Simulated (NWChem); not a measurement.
# A workflow on the pair SnH3Cl···GeH4

Aim: the energy (singlet SnGeH7Cl, CCSD(T)/STO-3G), then the energy (singlet SnH3Cl, CCSD(T)/STO-3G), then the energy (singlet GeH4, CCSD(T)/STO-3G), then a single-point energy (singlet SnH3Cl, CCSD(T)/STO-3G), then the energy (singlet GeH4, CCSD(T)/STO-3G) of ClGeH7Sn and its partners. 

Program for the calculation: NWChem 7.3.0.

### Step 1. Starting point

SnGeH7Cl: 10 atoms, total charge 0, spin state singlet. The two molecules were placed rigidly side by side, at 0.8 times their contact distance; the pair isn't optimised.

Bond lengths: Cl1–Sn2 2.334 Å, Sn2–H3 1.700 Å, Sn2–H4 1.700 Å, Sn2–H5 1.700 Å, Ge6–H7 1.534 Å, Ge6–H8 1.534 Å, Ge6–H9 1.534 Å, Ge6–H10 1.534 Å. Some angles: Cl1–Sn2–H3 106.1°, Cl1–Sn2–H4 106.1°, Cl1–Sn2–H5 106.1°, H3–Sn2–H4 112.7°, H3–Sn2–H5 112.7°, H4–Sn2–H5 112.7°, H7–Ge6–H8 109.5°, H7–Ge6–H9 109.5°, H7–Ge6–H10 109.5°, H8–Ge6–H9 109.5°.

### Step 2. A single-point energy at CCSD(T)/STO-3G (run 1)

Contents of clgeh7sn.nw:

```
start clgeh7sn
title "ClGeH7Sn"
memory total 2200 mb
geometry units bohr noautosym nocenter noautoz
  Cl -3.49482170  0.65592394  1.96191366
  Sn  0.30031528 -0.05631384 -0.16856357
  H  -0.24657146  0.71356058 -3.23917955
  H   0.96890038 -3.17379503  0.22563330
  H   2.47217751  1.86062434  1.22019616
  Ge -2.26765245  2.40919294  7.83374627
  H  -0.50104198  4.23997851  6.44413616
  H  -1.17875446  1.81838896 10.45466412
  H  -2.50617368 -0.04618491  6.31104275
  H  -4.88384599  3.62381441  8.12561447
end
basis "ao basis" spherical bse
  * library STO-3G
end
scf
  thresh 1e-08
  maxiter 80
  print low
end
ccsd
  freeze core 32
  maxiter 60
end
task ccsd(t) energy
```

Command:

```
$ nwchem clgeh7sn.nw > clgeh7sn.out
```

The program printed:

```text
[...]
  functions       =    61
[...]
  wavefunction    = RHF
[...]
         Total SCF energy =  -8473.756430685540
      One-electron energy = -12976.421390423351
      Two-electron energy =   3894.520525311807
 Nuclear repulsion energy =    608.144434426003
        Time for solution =      9.2s
[...]
 Total MP2 energy:          -8473.841095789959581
[...]
             energy      energy      error      ampl     ampl      Block
                                                time     time      time
[...]
 Total CCSD energy:          -8473.883065089994489
[...]
 Total CCSD+T(CCSD) energy:          -8473.884144654868578
[...]
 Total CCSD(T) energy:               -8473.884123807592914
[...]
```

Run time: 51 s. Hardware: 1 thread of AMD EPYC 7R43 (Zen 3), shared host; peak memory 0.17 GiB.

### Step 3. SnH3Cl: the energy at CCSD(T)/STO-3G (run 2)

Contents of nw.nw:

```
start nw
title "ClH3Sn ccsd(t)"
memory total 2200 mb
charge 0

geometry units angstrom noautosym nocenter noautoz
   Cl      -1.849380       0.347100       1.038200
   Sn       0.158920      -0.029800      -0.089200
   H       -0.130480       0.377600      -1.714100
   H        0.512720      -1.679500       0.119400
   H        1.308220       0.984600       0.645700
end

basis spherical bse
   * library STO-3G
end

scf
   thresh 1e-08
   maxiter 80
   noprint "final vectors analysis"
end

ccsd
   freeze core 23
   maxiter 60
end

task ccsd(t) energy
```

Command:

```
$ nwchem nw.nw > nw.out
```

The program printed:

```text
[...]
  functions       =    39
[...]
  wavefunction    = RHF
[...]
         Total SCF energy =  -6419.695205810975
      One-electron energy =  -9373.156100273845
      Two-electron energy =   2705.153871508419
 Nuclear repulsion energy =    248.307022954452
        Time for solution =      3.0s
[...]
 Total MP2 energy:          -6419.734902444113686
[...]
             energy      energy      error      ampl     ampl      Block
                                                time     time      time
[...]
 Total CCSD energy:          -6419.754412021866301
[...]
 Total CCSD+T(CCSD) energy:          -6419.754968737024683
[...]
 Total CCSD(T) energy:               -6419.754950151349476
[...]
```

Run time: 11 s. Hardware: 1 thread of AMD EPYC 7R43 (Zen 3), shared host; peak memory 0.11 GiB.

### Step 4. GeH4: the energy at CCSD(T)/STO-3G (run 3)

Contents of sp.nw:

```
start sp
title "GeH4 ccsd(t)"
memory 2200 mb
charge 0
geometry noautosym nocenter noautoz
  Ge   -1.199990    1.274890    4.145440
  H    -0.265140    2.243700    3.410090
  H    -0.623770    0.962250    5.532370
  H    -1.326210   -0.024440    3.339660
  H    -2.584420    1.917640    4.299890
end
basis spherical bse
  * library STO-3G
end
scf
  thresh 1e-08
  maxiter 80
  noprint "final vectors analysis"
end
ccsd
  freeze core 9
  maxiter 60
end
task ccsd(t)
```

Command:

```
$ nwchem sp.nw > sp.out
```

The program printed:

```text
[...]
  functions       =    22
[...]
  wavefunction    = RHF
[...]
         Total SCF energy =  -2054.073834614875
      One-electron energy =  -2973.975022763699
      Two-electron energy =    874.480761916560
 Nuclear repulsion energy =     45.420426232264
        Time for solution =      0.8s
[...]
 Total MP2 energy:          -2054.118207686246024
[...]
             energy      energy      error      ampl     ampl      Block
                                                time     time      time
[...]
 Total CCSD energy:          -2054.140629256764441
[...]
 Total CCSD+T(CCSD) energy:          -2054.141109501480969
[...]
 Total CCSD(T) energy:               -2054.141109092763145
[...]
```

It took 3 s on 1 thread of AMD EPYC 7R43 (Zen 3), shared host; peak memory 0.096 GiB.

### Step 5. SnH3Cl among ghost functions: a single-point energy at CCSD(T)/STO-3G (with ghost functions) (run 4)

Contents of clh3sn.nw:

```
start clh3sn
memory total 2200 mb

geometry noautosym nocenter noautoz
 Cl    -1.849380     0.347100     1.038200
 Sn     0.158920    -0.029800    -0.089200
 H     -0.130480     0.377600    -1.714100
 H      0.512720    -1.679500     0.119400
 H      1.308220     0.984600     0.645700
 bqGe    -1.199990     1.274890     4.145440
 bqH     -0.265140     2.243700     3.410090
 bqH     -0.623770     0.962250     5.532370
 bqH     -1.326210    -0.024440     3.339660
 bqH     -2.584420     1.917640     4.299890
end

basis spherical bse
 Cl library STO-3G
 Sn library STO-3G
 H library STO-3G
 bqGe library Ge STO-3G
 bqH library H STO-3G
end

scf
 nopen 0
 rhf
 thresh 1e-08
 maxiter 80
 print low
end

ccsd
 freeze core 23
 maxiter 60
end

task ccsd(t)
```

Command:

```
$ nwchem clh3sn.nw > clh3sn.out
```

The program printed:

```text
[...]
  functions       =    61
[...]
  wavefunction    = RHF
[...]
         Total SCF energy =  -6419.699447742952
      One-electron energy =  -9372.948553428467
      Two-electron energy =   2704.942082731063
 Nuclear repulsion energy =    248.307022954452
        Time for solution =      8.6s
[...]
 Total MP2 energy:          -6419.739423779416938
[...]
             energy      energy      error      ampl     ampl      Block
                                                time     time      time
[...]
 Total CCSD energy:          -6419.758934362124819
[...]
 Total CCSD+T(CCSD) energy:          -6419.759509807683571
[...]
 Total CCSD(T) energy:               -6419.759489302784459
[...]
```

Wall time 42 s (1 thread of AMD EPYC 7R43 (Zen 3), shared host); peak memory 0.13 GiB.

### Step 6. GeH4 among ghost functions: the energy at CCSD(T)/STO-3G (with ghost functions) (run 5)

Contents of geh4.nw:

```
start geh4
title "GeH4"
memory 2200 mb

geometry units angstroms noautosym nocenter noautoz
  Ge      -1.199990       1.274890       4.145440
  H       -0.265140       2.243700       3.410090
  H       -0.623770       0.962250       5.532370
  H       -1.326210      -0.024440       3.339660
  H       -2.584420       1.917640       4.299890
  bqCl    -1.849380     0.347100     1.038200
  bqSn     0.158920    -0.029800    -0.089200
  bqH     -0.130480     0.377600    -1.714100
  bqH      0.512720    -1.679500     0.119400
  bqH      1.308220     0.984600     0.645700
end

basis spherical bse
  Ge library STO-3G
  H library STO-3G
  bqCl library Cl STO-3G
  bqSn library Sn STO-3G
  bqH library H STO-3G
end

scf
  nopen 0
  rhf
  thresh 1e-08
  maxiter 80
  print low
end

ccsd
  freeze core 9
  maxiter 60
end

task ccsd(t) energy
```

Command:

```
$ nwchem geh4.nw > geh4.out
```

The program printed:

```text
[...]
  functions       =    61
[...]
  wavefunction    = RHF
[...]
         Total SCF energy =  -2054.074977014977
      One-electron energy =  -2973.921207138923
      Two-electron energy =    874.425803891683
 Nuclear repulsion energy =     45.420426232264
        Time for solution =      6.5s
[...]
 Total MP2 energy:          -2054.119496047675057
[...]
             energy      energy      error      ampl     ampl      Block
                                                time     time      time
[...]
 Total CCSD energy:          -2054.141903781201108
[...]
 Total CCSD+T(CCSD) energy:          -2054.142388135856436
[...]
 Total CCSD(T) energy:               -2054.142387542624419
[...]
```

It took 41 s on 1 thread of AMD EPYC 7R43 (Zen 3), shared host; peak memory 0.13 GiB.

### Step 7. Summary of results

| quantity | value |
| --- | --- |
| run 1, CCSD(T)/STO-3G: total energy | -8473.88412 Eh |
| run 1, CCSD(T)/STO-3G: correlation energy (32 core orbitals frozen) | -127.7 mEh |
| run 1, CCSD(T)/STO-3G: (T) correction | -1.06 mEh |
| SnH3Cl: total energy | -6419.75495 Eh |
| SnH3Cl: correlation energy (23 core orbitals frozen) | -59.7 mEh |
| SnH3Cl: (T) correction | -0.54 mEh |
| GeH4: total energy | -2054.14111 Eh |
| GeH4: correlation energy (9 core orbitals frozen) | -67.3 mEh |
| GeH4: (T) correction | -0.48 mEh |
| SnH3Cl among ghost functions: total energy | -6419.75949 Eh |
| SnH3Cl among ghost functions: correlation energy (23 core orbitals frozen) | -60.0 mEh |
| SnH3Cl among ghost functions: (T) correction | -0.55 mEh |
| GeH4 among ghost functions: total energy | -2054.14239 Eh |
| GeH4 among ghost functions: correlation energy (9 core orbitals frozen) | -67.4 mEh |
| GeH4 among ghost functions: (T) correction | -0.48 mEh |
| interaction energy of the rigid parts SnH3Cl and GeH4 (parts in their own basis; closest atoms 2.39 Å apart) | 0.325 eV |
| interaction energy of the rigid parts SnH3Cl and GeH4 (parts in the whole basis, counterpoise; closest atoms 2.39 Å apart) | 0.483 eV |

In words: The interaction energy of the rigid parts SnH3Cl and GeH4 (parts in their own basis; closest atoms 2.39 Å apart) is 0.32 eV (7.5 kcal/mol): the parts repel at this shape. Without counterpoise this holds the superposition error of the basis. The interaction energy of the rigid parts SnH3Cl and GeH4 (parts in the whole basis, counterpoise; closest atoms 2.39 Å apart) is 0.48 eV (11.1 kcal/mol): the parts repel at this shape. The basis-set superposition error is 15.3 kJ/mol. The triples (run 1, CCSD(T)/STO-3G) make up 0.8 % of the correlation energy. Relativity is left out (run 1, CCSD(T)/STO-3G) although the molecule holds a heavy atom. Mulliken charges (SnH3Cl) run from -0.46 on Cl1 to +0.95 on Sn2.
